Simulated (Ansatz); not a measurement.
# Zr4Al3N3O8: the cost of one run

All numbers below are computed with Ansatz 0.2.0 (DFT PBE, scalar-relativistic, plane waves, PAW).

### 1 The starting structure

The cell holds 18 atoms (Al3N3O8Zr4): a = 6.067 Å, b = 6.101 Å, c = 6.400 Å, α = 86.38°, β = 91.53°, γ = 91.86°.

3 Al, 3 N, 4 Zr, 8 O were thrown into a skewed cell at random, at 1.05 times a reference volume of the solid, and pushed apart as soft spheres.

As a file:

```
Al N Zr O
1.0
     6.06608   -0.09763   -0.08141
    -0.09763    6.09754    0.19643
    -0.08141    0.19643    6.39616
Al N Zr O
3 3 4 8
Direct
  0.86006 0.77752 0.32031
  0.04571 0.44602 0.53521
  0.48735 0.35377 0.53756
  0.95513 0.97627 0.11477
  0.53709 0.77733 0.16671
  0.38094 0.94018 0.46939
  0.99503 0.43329 0.98763
  0.75233 0.00133 0.79798
  0.31769 0.78181 0.85117
  0.37423 0.14227 0.12457
  0.74851 0.46640 0.28738
  0.16311 0.20375 0.76454
  0.11036 0.63647 0.30272
  0.11911 0.22711 0.37922
  0.58075 0.40135 0.91619
  0.76063 0.05640 0.43480
  0.01783 0.82661 0.62959
  0.59164 0.62100 0.59029
```

### 2 Stage at 3800 K

The cutoff is lowered while the worst contacts of the packing are taken out. One k point, a Fermi-Dirac width of 0.328 eV and a fixed cell.

input.yaml

```yaml
crystal:
  lattice:
    - [6.066081, -0.097633, -0.081412]
    - [-0.097633, 6.097538, 0.196432]
    - [-0.081412, 0.196432, 6.396164]
  atoms:
    - { symbol: Al, position: [0.8600614797, 0.777520082, 0.3203108561] }
    - { symbol: Al, position: [0.0457106226, 0.4460187839, 0.5352130185] }
    - { symbol: Al, position: [0.4873489391, 0.3537710966, 0.5375572315] }
    - { symbol: "N", position: [0.9551309782, 0.9762713979, 0.1147660073] }
    - { symbol: "N", position: [0.5370915446, 0.7773288079, 0.1667085638] }
    - { symbol: "N", position: [0.3809425232, 0.9401830818, 0.4693864821] }
    - { symbol: Zr, position: [0.9950295031, 0.4332945604, 0.9876302509] }
    - { symbol: Zr, position: [0.75232838, 0.0013335126, 0.7979802692] }
    - { symbol: Zr, position: [0.3176866027, 0.7818097402, 0.8511699629] }
    - { symbol: Zr, position: [0.3742260987, 0.142269534, 0.1245654438] }
    - { symbol: O, position: [0.7485051876, 0.4664023111, 0.2873761965] }
    - { symbol: O, position: [0.1631131865, 0.2037469866, 0.7645388456] }
    - { symbol: O, position: [0.1103614776, 0.6364716589, 0.302716225] }
    - { symbol: O, position: [0.1191073526, 0.2271093176, 0.3792234332] }
    - { symbol: O, position: [0.5807459017, 0.401347121, 0.916187432] }
    - { symbol: O, position: [0.7606276343, 0.0563970436, 0.4347969081] }
    - { symbol: O, position: [0.017828214, 0.826612886, 0.6295865329] }
    - { symbol: O, position: [0.5916395658, 0.6209964506, 0.5902875992] }
  symmetry: { detect: false }
basis:
  ecutwfc: 320
  xc_grid: 1
kpoints:
  mp_grid: { grid: [1, 1, 1], shift: [0.0, 0.0, 0.0] }
hamiltonian:
  xc: pbe
scf:
  occupations: { method: fermi_dirac, width: 0.3275 }
  lower_state_search: "off"
  convergence: { dr2_threshold: 1.0e-05 }
output:
  forces: true
  stress: true
md:
  timestep: 2.0
  n_steps: 24
  ensemble: nvt_langevin
  friction: 0.03
  temperature: 3800.0
  initial_velocities: maxwell_boltzmann
  seed: 7404
```

Command:

```console
$ ansatz run input.yaml --threads 2 --pin off --max-ram 5120MiB --backend cpu --events-out ev --progress --plain --runs-dir out
```

Q: Estimate wall time and peak memory on 2 threads of Arm Neoverse V1, shared host.

About 15 s, with a peak of 0.34 GiB.
